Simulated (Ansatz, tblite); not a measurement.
**In9P9 wurtzite hole rod (In9P9H24): rung by rung**

How do method and basis change the picture of In9P9 wurtzite hole rod (In9P9H24) (singlet)?

The runs use Ansatz 0.2.0, Gaussian basis; as each input shows.

Levels to be run: GFN1-xTB, GFN2-xTB, PBE-D4/def2-SVP, r2SCAN-D4/def2-SVP, BLYP-D4/def2-SVP, HSE06-D4/def2-SVP, PBE-QIDH/def2-SVP, LC-ωPBE(0.10)/def2-SVP, LC-ωPBE(0.15)/def2-SVP, LC-ωPBE(0.20)/def2-SVP, LC-ωPBE(0.30)/def2-SVP, PBE0-D4/def2-TZVP, PBE-D4/def2-TZVP, MP2/def2-SVP, RPA/def2-SVP.

### Step 1. The geometry

The singlet was relaxed beforehand with PBE-D4/def2-SVP.

42 atoms, charge 0, spin multiplicity 1.

Bond lengths: In1–P2 2.639 Å, In1–P3 2.535 Å, In1–P10 2.639 Å, In1–H19 1.734 Å, P2–In7 2.639 Å, P2–H20 1.431 Å, P2–H21 1.433 Å, P3–In4 2.625 Å, P3–In11 2.625 Å, P3–H22 1.434 Å, In4–P6 2.537 Å, In4–P8 2.625 Å, In4–H23 1.747 Å, In5–P6 2.637 Å, In5–P12 2.637 Å, In5–H24 1.751 Å, In5–H25 1.739 Å, P6–In9 2.637 Å and more. Angles: P2–In1–P3 101.7°, P2–In1–P10 96.0°, P2–In1–H19 112.1°, P3–In1–P10 101.8°, P3–In1–H19 128.1°, P10–In1–H19 112.1°, In1–P2–In7 124.8°, In1–P2–H20 105.3°, In1–P2–H21 110.0°, In7–P2–H20 105.3°, In7–P2–H21 110.0°, H20–P2–H21 97.5°, In1–P3–In4 113.3°, In1–P3–In11 113.3°, In1–P3–H22 100.6°, In4–P3–In11 120.2°, In4–P3–H22 103.1°, In11–P3–H22 103.1° and more.

In takes a core potential in the def2 sets. No spin-orbit coupling is included.

PBE0-D4/def2-SVP was run before; its log isn't repeated, and its numbers join the tables.

### Step 2. GFN1-xTB

Tight binding, by tblite at 300 K electronic temperature and without a spin-polarisation term:

```python
tblite.interface.Calculator('GFN1-xTB', numbers, positions, charge=0, uhf=0).singlepoint()
```

Energy -1382.3640 eV, HOMO -9.22 eV, LUMO -6.15 eV; 0.27 s.

### Step 3. GFN2-xTB

Tight binding, by tblite at 300 K electronic temperature and without a spin-polarisation term:

```python
tblite.interface.Calculator('GFN2-xTB', numbers, positions, charge=0, uhf=0).singlepoint()
```

Energy -1251.3076 eV, HOMO -10.43 eV, LUMO -8.03 eV; 0.23 s.

### Step 4. PBE-D4/def2-SVP

start.molden holds the orbitals of an earlier run on this state, given as this run's starting guess.

Input file in.yaml:

```yaml
crystal:
  periodic: [false, false, false]
  atoms:
    - {symbol: In, position_ang: [-0.000657, -2.702658, -2.869268]}
    - {symbol: P, position_ang: [-1.960811, -1.133534, -3.682381]}
    - {symbol: P, position_ang: [-0.000717, -2.276132, -0.370906]}
    - {symbol: In, position_ang: [-2.275534, -1.312605, 0.516109]}
    - {symbol: In, position_ang: [-0.000963, -2.688811, 3.852687]}
    - {symbol: P, position_ang: [-1.959746, -1.129097, 3.027029]}
    - {symbol: In, position_ang: [-2.338619, 1.349515, -2.871668]}
    - {symbol: P, position_ang: [-1.970412, 1.138248, -0.372953]}
    - {symbol: In, position_ang: [-2.329734, 1.348088, 3.850494]}
    - {symbol: P, position_ang: [1.960397, -1.134602, -3.682216]}
    - {symbol: In, position_ang: [2.274668, -1.314098, 0.516244]}
    - {symbol: P, position_ang: [1.958854, -1.130329, 3.027143]}
    - {symbol: In, position_ang: [2.339447, 1.348297, -2.871594]}
    - {symbol: P, position_ang: [0.000665, 2.262545, -3.683811]}
    - {symbol: P, position_ang: [1.971212, 1.136970, -0.372886]}
    - {symbol: In, position_ang: [0.000886, 2.627306, 0.513973]}
    - {symbol: In, position_ang: [2.330375, 1.346606, 3.850676]}
    - {symbol: P, position_ang: [0.000645, 2.264313, 3.025208]}
    - {symbol: H, position_ang: [-0.001050, -4.227666, -3.693626]}
    - {symbol: H, position_ang: [-3.165926, -1.828726, -3.345547]}
    - {symbol: H, position_ang: [-2.092352, -1.210084, -5.107633]}
    - {symbol: H, position_ang: [-0.001239, -3.620618, 0.126898]}
    - {symbol: H, position_ang: [-3.613491, -2.084824, -0.298993]}
    - {symbol: H, position_ang: [-0.001308, -4.096044, 2.811220]}
    - {symbol: H, position_ang: [-0.001022, -2.679648, 5.591704]}
    - {symbol: H, position_ang: [-3.146304, -1.813277, 3.458939]}
    - {symbol: H, position_ang: [-3.658873, 2.111553, -3.697149]}
    - {symbol: H, position_ang: [-3.134781, 1.811391, 0.123608]}
    - {symbol: H, position_ang: [-3.547931, 2.051219, 2.808153]}
    - {symbol: H, position_ang: [-2.322530, 1.344791, 5.589527]}
    - {symbol: H, position_ang: [2.092249, -1.211537, -5.107425]}
    - {symbol: H, position_ang: [3.165075, -1.830342, -3.344926]}
    - {symbol: H, position_ang: [3.612209, -2.087206, -0.298695]}
    - {symbol: H, position_ang: [3.144936, -1.815281, 3.459145]}
    - {symbol: H, position_ang: [3.660027, 2.109748, -3.697101]}
    - {symbol: H, position_ang: [0.000780, 2.415189, -5.108992]}
    - {symbol: H, position_ang: [0.001051, 3.653672, -3.346515]}
    - {symbol: H, position_ang: [3.135980, 1.809452, 0.123641]}
    - {symbol: H, position_ang: [0.001402, 4.171600, -0.302194]}
    - {symbol: H, position_ang: [2.322975, 1.343289, 5.589708]}
    - {symbol: H, position_ang: [3.549109, 2.048975, 2.808468]}
    - {symbol: H, position_ang: [0.001050, 3.634363, 3.455924]}
basis:
  gaussian: {orbitals: def2-SVP, fitting: {mean_field: def2-universal-jkfit}, initial_orbitals: start.molden}
hamiltonian: {xc: pbe, dispersion: d4}
scf: {omitted_lower_state_checks: [starts]}
output: {orbitals: {seedname: orbitals}}
```

Run with:

```bash
> ansatz run in.yaml --threads 2 --pin off --events-out ev --progress --plain --max-ram 32768MiB --backend cuda --devices 0, --max-vram 18GiB
```

After this run come: r2SCAN-D4/def2-SVP; BLYP-D4/def2-SVP; HSE06-D4/def2-SVP; PBE-QIDH/def2-SVP; LC-ωPBE(0.10)/def2-SVP; LC-ωPBE(0.15)/def2-SVP; LC-ωPBE(0.20)/def2-SVP; LC-ωPBE(0.30)/def2-SVP; PBE0-D4/def2-TZVP; PBE-D4/def2-TZVP; MP2/def2-SVP; RPA/def2-SVP.

Before running them: what should the planned runs give, taken together? Wanted: gap in def2-SVP, named functionals, smallest and largest; gap over the ω; correlation energy, MP2/def2-SVP; binding an atom, functionals in def2-SVP; PBE0 total energy, smallest basis above largest.

The runs gave:

| quantity | value |
| --- | --- |
| gap in def2-SVP, named functionals, smallest and largest | 3.33 eV (BLYP-D4), 5.09 eV (PBE0-D4) |
| gap over the ω (1/bohr) | 6.07 eV at 0.1, 8.71 eV at 0.3 |
| correlation energy, MP2/def2-SVP | -53.63 eV |
| binding an atom, functionals in def2-SVP | 2.47 (BLYP-D4) to 2.52 eV (PBE-D4) |
| PBE0 total energy, smallest basis above largest | 30.10 eV (def2-SVP, def2-TZVP) |

In words: Orbital gaps of the named functionals in def2-SVP span 3.33 eV (BLYP-D4) to 5.09 eV (PBE0-D4); exact exchange widens it. Raising the ω (1/bohr) from 0.1 to 0.3 moves the HOMO by -1.52 eV and the LUMO by +1.11 eV.
